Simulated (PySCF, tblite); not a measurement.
# C₄H₉AlOS: geometry, infrared bands and NMR shifts

What infrared bands and NMR shifts should C₄H₉AlOS (`C[CH2][Al]1[O]CC[S]1`) show?

The runs use tblite 0.8.0 and PySCF 2.14.0, with density-fitted response routines of our own; the level of theory stands in each step. All values are computed, except where a source is named. Atoms are numbered from 0 throughout.

**1. Starting geometry**

16 atoms, charge 0, multiplicity 1; geometry from: force field or distance geometry start.

Bonds of the start (Å): C0–C1 1.53, C1–Al2 1.93, Al2–O3 1.85, O3–C4 1.38, C4–C5 1.50, C5–S6 1.84, S6–Al2 2.31, C0–H7 1.12, C0–H8 1.10, C0–H9 1.09, C1–H10 1.11, C1–H11 1.13, C4–H12 1.12, C4–H13 1.10, C5–H14 1.11, C5–H15 1.10.

**2. Relaxing the molecule with GFN2-xTB**

Job settings and geometry (Å):

```
{"job": {"kind": "relax", "xc": "GFN2-xTB", "basis": "xTB"}, "charge": 0, "multiplicity": 1}
C      2.884100     0.138500     0.428400
C      1.935700    -0.915500    -0.147300
Al     0.083000    -0.376800    -0.035000
O     -1.177100    -0.396600     1.320000
C     -2.361100    -0.293300     0.615100
C     -2.471400     1.070200    -0.009500
S     -1.095300     1.214300    -1.219100
H      2.985800    -0.100600     1.520200
H      2.375000     1.105300     0.274100
H      3.860900     0.138800    -0.057500
H      2.271900    -1.175300    -1.175900
H      2.110100    -1.839300     0.479600
H     -2.332700    -1.089800    -0.164700
H     -3.188300    -0.504000     1.310700
H     -2.481300     1.910500     0.711000
H     -3.406700     1.122600    -0.593900
```

On the command line:

```console
$ OMP_NUM_THREADS=1 python probes_run.py task.json out
```

This one command runs all jobs of the session in turn.

**Question.** This job is followed by: GFN2-xTB harmonic vibrations, gas phase; GIAO PBE0/pcSseg-1 NMR shielding, non-relativistic, gas phase. What will the session give for the following? strongest single infrared mode (GFN2-xTB); zero-point energy (GFN2-xTB); 13C shifts against TMS (PBE0/pcSseg-1); 1H shifts against TMS (PBE0/pcSseg-1, means over atoms taken as alike); 27Al shifts against AlH4- (PBE0/pcSseg-1); 17O shifts against H2O (PBE0/pcSseg-1); 33S shifts against CS2 (PBE0/pcSseg-1).

**Answer**, as computed:

| quantity | value |
| --- | --- |
| strongest single infrared mode (GFN2-xTB) | 610 cm⁻¹, 171 km/mol |
| zero-point energy (GFN2-xTB) | 77.6 kcal/mol |
| 13C shifts against TMS (PBE0/pcSseg-1) | 67.9, 38.7, 11.0, 2.3 ppm |
| 1H shifts against TMS (PBE0/pcSseg-1, means over atoms taken as alike) | 4.16, 3.11, 1.34, 0.82 ppm |
| 27Al shifts against AlH4- (PBE0/pcSseg-1) | 130.9 ppm |
| 17O shifts against H2O (PBE0/pcSseg-1) | 90.8 ppm |
| 33S shifts against CS2 (PBE0/pcSseg-1) | -163 ppm |

What this shows: Over 138 steps the energy fell by 0.922 eV; of the close pairs, Al2–O3 changed most, 1.850 to 1.685 Å. No mode is imaginary among the 42: a minimum at this level. The strongest single mode, at 610 cm⁻¹, has its largest shares on Al2, C1 and O3 (the list is cut at 3 atoms). GFN2-xTB is a fitted tight-binding method: band positions and strengths are rough. Its intensities can rank the bands wrongly. C4 (sp3 CH2 bonded to O) lies farthest downfield among carbon, at 67.9 ppm; pulled downfield by the heteroatom. The most deshielded hydrogen is H12, H13 (mean) (hydrogen on an sp3 CH2 bonded to O), at 4.16 ppm: its carbon carries O, which withdraws density.
